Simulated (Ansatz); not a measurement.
I need an equation of state with a fit of ZnS, space group P6_3mc. Use the Python package of Ansatz (0.2.0). Settings (first run): PBE, norm-conserving potentials, the default cutoff (1143 eV here), 6×6×3 k-points, fixed occupations, D4 dispersion.

```
Zn S
1.0
     3.81100    0.00000    0.00000
    -1.90550    3.30042    0.00000
     0.00000    0.00000    6.23400
Zn S
2 2
Direct
  0.33333 0.66667 0.00000
  0.66667 0.33333 0.50000
  0.33333 0.66667 0.38500
  0.66667 0.33333 0.88500
```

`run_eos.py`
```python
"""Energy against volume for ZnS, with a fit."""

import warnings

import ansatz as az
from ase.eos import EquationOfState
from ase.units import GPa
import numpy as np

SETTINGS = {
    "occupations": "fixed",
    "xc": "pbe",
    "dispersion": "d4",
    "kmesh": (6, 6, 3),
}

VECTORS = np.array([
    [3.811, 0.0, 0.0],
    [-1.9055, 3.300423, 0.0],
    [0.0, 0.0, 6.234],
])
SITES = [
    ("Zn", (1 / 3, 2 / 3, 0.0)),
    ("Zn", (2 / 3, 1 / 3, 0.5)),
    ("S", (1 / 3, 2 / 3, 0.385)),
    ("S", (2 / 3, 1 / 3, 0.885)),
]


def build(cell):
    crystal = az.Crystal(lattice=az.Lattice.of(cell))
    for symbol, position in SITES:
        crystal = crystal.atom(symbol, position)
    return crystal

warnings.simplefilter("ignore", az.DeckWarning)

# scale the volume, keep shape and fractions
volumes, energies = [], []
for scale in np.linspace(0.88, 1.12, 7):
    cell = VECTORS * scale ** (1 / 3)
    calc = build(cell).calculation()
    calc = calc.eigensolver("davidson")
    calc = calc.occupations(SETTINGS["occupations"])
    calc = calc.pseudopotentials("nc").functional(SETTINGS["xc"], dispersion=SETTINGS["dispersion"])
    calc = calc.kpoints(*SETTINGS["kmesh"])
    report = calc.run().report
    volumes.append(abs(np.linalg.det(cell)) / len(SITES))
    energies.append(report["free_energy_ev"] / len(SITES))
    print(f"V = {volumes[-1]:8.4f} A^3/atom  F = {energies[-1]:.5f} eV/atom")

eos = EquationOfState(volumes, energies, eos="sj")
v0, e0, bulk = eos.fit()
print(f"V0 = {v0:.4f} A^3/atom, E0 = {e0:.5f} eV/atom, B = {bulk / GPa:.1f} GPa")
```

`python run_eos.py` gives:
```text
V =  17.2504 A^3/atom  F = -2994.51275 eV/atom
V =  18.0345 A^3/atom  F = -2994.55985 eV/atom
V =  18.8186 A^3/atom  F = -2994.58420 eV/atom
V =  19.6027 A^3/atom  F = -2994.59032 eV/atom
V =  20.3868 A^3/atom  F = -2994.58180 eV/atom
V =  21.1709 A^3/atom  F = -2994.56152 eV/atom
V =  21.9550 A^3/atom  F = -2994.53181 eV/atom
V0 = 19.5105 A^3/atom, E0 = -2994.59043 eV/atom, B = 76.1 GPa
```

A third-order Birch-Murnaghan fit through the 7 points has its minimum at 19.51 Å³ an atom, 0.5 % below the typed cell, with a bulk modulus of 76 GPa and dB/dP = 4.5. From that minimum the energy rises by 77.7 meV an atom on the compressed side and 58.6 meV on the expanded side.

Reading the output:
- These settings explore the input space; cutoff and mesh may be short of convergence.
- Shape and fractional positions are held along the curve, so the bulk modulus is an upper value where they are free to relax, by a factor of two or more in layered or hydrogen-bonded cells.
- The structure is a deposited one; some such entries were measured under pressure or heat, so a shift against it needn't be the functional's error alone.
- Timing: 81 s on 1 thread of Arm Neoverse V1 (shared host), peak memory 0.41 GiB.
